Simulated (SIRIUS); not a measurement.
# WS (Pm-3m) in SIRIUS: a series of runs

The runs below take WS through eos task, with PBE.

Everything below comes from runs of SIRIUS 7.10.0. Logs are shortened: lines on timing, memory, paths and dates and some standing lists are left out, and cuts for length are marked. The log counts tension as positive stress, the text compression.

### 1 The crystal as given

Symmetry: Pm-3m, No. 221, cubic system. Conventional cell: a = 3.008 Å, b = 3.008 Å, c = 3.008 Å, α = 90.00°, β = 90.00°, γ = 90.00°. Around W (site symmetry m-3m) lie 8 S at 2.60 Å. Around S (site symmetry m-3m) lie 8 W at 2.60 Å.

The cell was built by a generator and needn't be a form met in nature.

### 2 Eos task, PBE

Input file sirius.json:

```json
{
  "control": {
    "processing_unit": "cpu",
    "verbosity": 1,
    "num_bands_to_print": 17,
    "print_forces": false,
    "print_stress": true
  },
  "parameters": {
    "electronic_structure_method": "pseudopotential",
    "xc_functionals": ["XC_GGA_X_PBE", "XC_GGA_C_PBE"],
    "gk_cutoff": 8.7,
    "pw_cutoff": 17.4,
    "ngridk": [6, 6, 6],
    "shiftk": [0, 0, 0],
    "smearing": "fermi_dirac",
    "smearing_width": 0.0018374661,
    "num_bands": 17,
    "num_mag_dims": 0,
    "num_dft_iter": 100,
    "energy_tol": 1e-08,
    "density_tol": 1e-06
  },
  "iterative_solver": {
    "type": "davidson",
    "min_tolerance": 1e-09,
    "tolerance_scale": [0.1, 0.25]
  },
  "mixer": {
    "type": "anderson",
    "beta": 0.7,
    "max_history": 8
  },
  "settings": {
    "tol_ne": 1e-10,
    "pseudo_grid_cutoff": 6.5
  },
  "unit_cell": {
    "lattice_vectors": [
      [5.684088313001, 0.0, 0.0],
      [0.0, 5.684088313001, 0.0],
      [0.0, 0.0, 5.684088313001]
    ],
    "atom_coordinate_units": "lattice",
    "atom_types": ["W", "S"],
    "atom_files": {
      "S": "S.json",
      "W": "W.json"
    },
    "atoms": {
      "W": [
        [0.5, 0.5, 0.5]
      ],
      "S": [
        [0.0, 0.0, 0.0]
      ]
    }
  }
}
```

Potentials or basis: PseudoDojo 0.4.1 PBE standard (scalar relativistic).

Started as:

```console
$ upf_to_json S.upf
$ upf_to_json W.upf
$ OMP_NUM_THREADS=1 sirius.scf --input=sirius.json --output=out.json --task=3 --volume_scale0=0.94 --volume_scale1=1.06 --num_eos_points=7
```

The program printed:

```text
[info] SIRIUS version : 7.10.0
[info] number of MPI ranks           : 1
[info] MPI grid                      : 1 1
[info] maximum number of OMP threads : 1
[fft] FFT context for density and potential
[fft] =====================================
[fft]   comm size                             : 1
[fft]   plane wave cutoff                     : 17.4
[fft]   grid size                             : 36 36 36   total : 46656
[fft]   grid limits                           : -17 18   -17 18   -17 18
[fft]   number of G-vectors within the cutoff : 7710
[fft]   local number of G-vectors             : 7710
[fft]   number of G-shells                    : 445
[fft] FFT context for coarse grid
[fft] =====================================
[fft]   comm size                             : 1
[fft]   plane wave cutoff                     : 17.4
[fft]   grid size                             : 36 36 36   total : 46656
[fft]   grid limits                           : -17 18   -17 18   -17 18
[fft]   number of G-vectors within the cutoff : 7710
[fft]   local number of G-vectors             : 7710
[fft]   number of G-shells                    : 445
[unit cell] lattice vectors
[unit cell]   a1 :       5.5680539521      0.0000000000      0.0000000000
[unit cell]   a2 :       0.0000000000      5.5680539521      0.0000000000
[unit cell]   a3 :       0.0000000000      0.0000000000      5.5680539521
[unit cell] reciprocal lattice vectors
[unit cell]   b1 :       1.1284347029      0.0000000000      0.0000000000
[unit cell]   b2 :       0.0000000000      1.1284347029      0.0000000000
[unit cell]   b3 :       0.0000000000      0.0000000000      1.1284347029
[unit cell] unit cell volume :       172.62762845 [a.u.^3]
[unit cell] 1/sqrt(omega)    :         0.07611055
[unit cell] MT volume        :         0.00000000 ( 0.00%)
[unit cell] IT volume        :       172.62762845 (100.00%)
[unit cell] number of atom types : 2
[unit cell] type id : 0 symbol :  W mt_radius :  13.950000 num_atoms : 1
[unit cell] type id : 1 symbol :  S mt_radius :  11.450000 num_atoms : 1
[unit cell] total number of atoms : 2
[unit cell] number of symmetry classes : 2
[unit cell] number of PAW atoms : 0
[unit cell] minimum bond length:     4.822076
[unit cell] total number of pseudo wave-functions: 14
[sym] space group number   : 221
[sym] international symbol : Pm-3m
[sym] Hall symbol          : -P 4 2 3
[sym] space group transformation matrix :
[sym]   1.0000  0.0000  0.0000
[sym]   0.0000  1.0000  0.0000
[sym]   0.0000  0.0000  1.0000
[sym] space group origin shift :
[sym]   0.0000  0.0000  0.0000
[sym] number of space group operations  : 48
[sym] number of magnetic group operations : 48
[sym] metric tensor error: 0.0000e+00
[sym] rotation matrix error: 3.3307e-16
[atom type] label          : W
[atom type] --------------------------------------------------------------------------------
[atom type] symbol         : W
[atom type] name           :
[atom type] zn             : 14
[atom type] mass           : 0
[atom type] mt_radius      : 13.95
[atom type] num_mt_points  : 1396
[atom type] grid_origin    : 0
[atom type] grid_name      : external
[atom type] number of core electrons    : 0
[atom type] number of valence electrons : 14
[atom type] total number of radial functions : 8
[atom type] lmax of radial functions         : 3
[atom type] max. number of radial functions  : 2
[atom type] total number of basis functions  : 32
[atom type] number of aw basis functions     : 32
[atom type] number of lo basis functions     : 0
[atom type] lmax_apw                         : -1
[atom type] lmax of beta-projectors          : 3
[atom type] number of ps wavefunctions       : 4
[atom type] charge augmentation              : false
[atom type] vloc is set                      : true
[atom type] ps_rho_core is set               : true
[atom type] ps_rho_total is set              : true
[atom type] Hubbard correction               : false
[atom type] spin-orbit coupling              : false
[atom type] atomic wave-functions            : {l: 0}, {l: 1}, {l: 2}, {l: 0}
[atom type] label          : S
[atom type] --------------------------------------------------------------------------------
[atom type] symbol         : S
[atom type] name           :
[atom type] zn             : 6
[atom type] mass           : 0
[atom type] mt_radius      : 11.45
[atom type] num_mt_points  : 1146
[atom type] grid_origin    : 0
[atom type] grid_name      : external
[atom type] number of core electrons    : 0
[atom type] number of valence electrons : 6
[atom type] total number of radial functions : 6
[atom type] lmax of radial functions         : 2
[atom type] max. number of radial functions  : 2
[atom type] total number of basis functions  : 18
[atom type] number of aw basis functions     : 18
[atom type] number of lo basis functions     : 0
[atom type] lmax_apw                         : -1
[atom type] lmax of beta-projectors          : 2
[atom type] number of ps wavefunctions       : 2
[atom type] charge augmentation              : false
[atom type] vloc is set                      : true
[atom type] ps_rho_core is set               : true
[atom type] ps_rho_total is set              : true
[atom type] Hubbard correction               : false
[atom type] spin-orbit coupling              : false
[atom type] atomic wave-functions            : {l: 0}, {l: 1}
[info] total nuclear charge               : 20
[info]   number of core electrons         : 0
[info]   number of valence electrons      : 20
[info]   total number of electrons        : 20
[info]   extra charge                     : 0
[info] number of bands                    : 17
[info] number of spins                    : 1
[info] number of magnetic dimensions      : 0
[info] number of spinor components        : 1
[info] number of spinors per band index   : 1
[info] total number of beta projectors    : 50
[info] precision_wf                       : fp64
[info] precision_hs                       : fp64
[info] lmax_rf                            : 3
[info] smearing type                      : fermi_dirac
[info] smearing width                     : 0.00183747
[info] cyclic block size                  : 16
[info] |G+k| cutoff                       : 8.7
[info] use_symmetry                       : true
[info] so_correction                      : false
[info] standard eigen-value solver        : LAPACK
[info] generalized eigen-value solver     : LAPACK
[info] diagonalization method             : davidson
[info]   number of steps                  : 20
[info]   subspace size                    : 2
[info]   early restart ratio              : 0.5
[info] mixer                              : anderson
[info]   mixing beta                      : 0.7
[info]   max_history                      : 8
[info]   use_hartree                      : false
[info] processing unit                    : CPU
[info] spglib version: 2.7.0
[info] HDF5 version: 1.14.6
[info] Libxc version: 6.2.2
[info] XC functionals
[info] ==============
[info] 1) XC_GGA_X_PBE : Perdew, Burke & Ernzerhof
[info] J. P. Perdew, K. Burke, and M. Ernzerhof.,  Phys. Rev. Lett. 77, 3865 (1996) (10.1103/PhysRevLett.77.3865)
[info] J. P. Perdew, K. Burke, and M. Ernzerhof.,  Phys. Rev. Lett. 78, 1396 (1997) (10.1103/PhysRevLett.78.1396)
[info] 2) XC_GGA_C_PBE : Perdew, Burke & Ernzerhof
[info] J. P. Perdew, K. Burke, and M. Ernzerhof.,  Phys. Rev. Lett. 77, 3865 (1996) (10.1103/PhysRevLett.77.3865)
[info] J. P. Perdew, K. Burke, and M. Ernzerhof.,  Phys. Rev. Lett. 78, 1396 (1997) (10.1103/PhysRevLett.78.1396)
[info] ==================
[info] approximate number of G+k vectors        : 1919
[info] approximate number of G vectors          : 7678
[info] approximate number of coarse G vectors   : 7678
[info] approximate size of wave-function objects for each k-point: 1 Mb,  1 Mb/rank
EOS step : 0, lattice scale : 0.979586
lattice scale range : 0.979586 1.01961
volume scale range  : 0.94 1.06
+----------------------+
| new SCF ground state |
+----------------------+
[print_info] total number of k-points : 20
[print_info] --------------------------------------------------------------------------------
[print_info]   ik                vk                    weight  num_gkvec
[print_info] --------------------------------------------------------------------------------
[print_info]    0   0.0000   0.0000   0.0000         0.004630       1935
[print_info]    1   0.1667   0.0000   0.0000         0.027778       1919
[print_info]    2   0.3333   0.0000   0.0000         0.027778       1924
[print_info]    3   0.5000   0.0000   0.0000         0.013889       1936
[print_info]    4   0.1667   0.1667   0.0000         0.055556       1919
[print_info]    5   0.3333   0.1667   0.0000         0.111111       1915
[print_info]    6   0.5000   0.1667   0.0000         0.055556       1920
[print_info]    7   0.3333   0.3333   0.0000         0.055556       1915
[print_info]    8   0.5000   0.3333   0.0000         0.055556       1920
[print_info]    9   0.5000   0.5000   0.0000         0.013889       1924
[print_info]   10   0.1667   0.1667   0.1667         0.037037       1929
[print_info]   11   0.3333   0.1667   0.1667         0.111111       1912
[... 19 lines left out ...]
[find] <rho|V^{XC}>                   :     -14.69229995
[find] <rho|E^{XC}>                   :     -19.92617687
[find] <mag|B^{XC}>                   :       0.00000000
[find] <rho|V^{H}>                    :      18.73497535
[find] one-electron contribution      :      -4.89566618 (Ha),      -9.79133237 (Ry)
[find] hartree contribution           :       9.36748768
[find] xc contribution                :     -19.92617687
[find] ewald contribution             :     -71.20784614
[find] PAW contribution               :       0.00000000
[find] smearing (-TS)                 :      -0.00029003
[find] SCF correction                 :      -0.20068801
[find] Total energy                   :     -86.86288952 (Ha),    -173.72577905 (Ry)
[find] Free energy (E-TS)             :     -86.86317956 (Ha),    -173.72635912 (Ry)
[find] band gap (eV)                  :       0.00000000
[find] Efermi                         :       0.80317128
[find] iteration : 0, RMS : 4.859577027032e-03, energy difference : -8.686288952346e+01
[find] Hartree energy of density residual : 5.116363117108e-04
[find] bands are converged : true
[find] iterative solver converged : false
[find] Charges and magnetic moments
[find] --------------------------------------------------------------------------------
[find] total charge          : 20.000000
[find] Energy
[find] --------------------------------------------------------------------------------
[find] valence_eval_sum               :      -1.06088471
[find] <rho|V^{XC}>                   :     -14.69091172
[find] <rho|E^{XC}>                   :     -19.92516863
[find] <mag|B^{XC}>                   :       0.00000000
[find] <rho|V^{H}>                    :      18.79405087
[find] one-electron contribution      :      -5.16402386 (Ha),     -10.32804772 (Ry)
[find] hartree contribution           :       9.39702543
[find] xc contribution                :     -19.92516863
[find] ewald contribution             :     -71.20784614
[find] PAW contribution               :       0.00000000
[find] smearing (-TS)                 :      -0.00029696
[find] SCF correction                 :       0.03022767
[find] Total energy                   :     -86.86978552 (Ha),    -173.73957103 (Ry)
[find] Free energy (E-TS)             :     -86.87008248 (Ha),    -173.74016496 (Ry)
[find] band gap (eV)                  :       0.00000000
[find] Efermi                         :       0.79560721
[find] iteration : 1, RMS : 1.468563105737e-03, energy difference : -6.895992965184e-03
[... 1311 lines left out ...]
[ground_state]     0.000000-7727.972205   -0.000000
[ground_state]     0.000000   -0.000000-7727.972205
[ground_state] === stress_core ===
[ground_state] 14719.870316    0.000000    0.000000
[ground_state]     0.00000014719.870316    0.000000
[ground_state]     0.000000    0.00000014719.870316
[ground_state] === stress_nonloc ===
[ground_state] -26645.545860    0.000000    0.000000
[ground_state]     0.000000-26645.545860   -0.000000
[ground_state]     0.000000   -0.000000-26645.545860
[ground_state] === stress_us_nl ===
[ground_state] -26645.545860    0.000000    0.000000
[ground_state]     0.000000-26645.545860   -0.000000
[ground_state]     0.000000   -0.000000-26645.545860
[ground_state] === stress_total ===
[ground_state]   126.283148    0.000000    0.000000
[ground_state]     0.000000  126.283148   -0.000000
[ground_state]     0.000000   -0.000000  126.283148
final result:
volume: 172.627628, energy: -86.871047
volume: 176.300557, energy: -86.872829
volume: 179.973485, energy: -86.873834
volume: 183.646413, energy: -86.874147
volume: 187.319342, energy: -86.873841
volume: 190.992270, energy: -86.872986
volume: 194.665198, energy: -86.871641
```

Run time: 1.7 min. Hardware: 1 thread of Arm Neoverse V2, shared host; peak memory 0.27 GiB.

Results:

* Equilibrium volume: 13.60 Å³/atom
* Bulk modulus: 247 GPa
* Pressure derivative of the bulk modulus: 4.8

Energy against volume, from the lowest point:
```
volume (Å³/atom)  energy (meV/atom)
          12.790              42.18
          13.063              17.93
          13.335               4.25
          13.607               0.00
          13.879               4.15
          14.151              15.80
          14.423              34.09
```

[end of part 1 of 2]
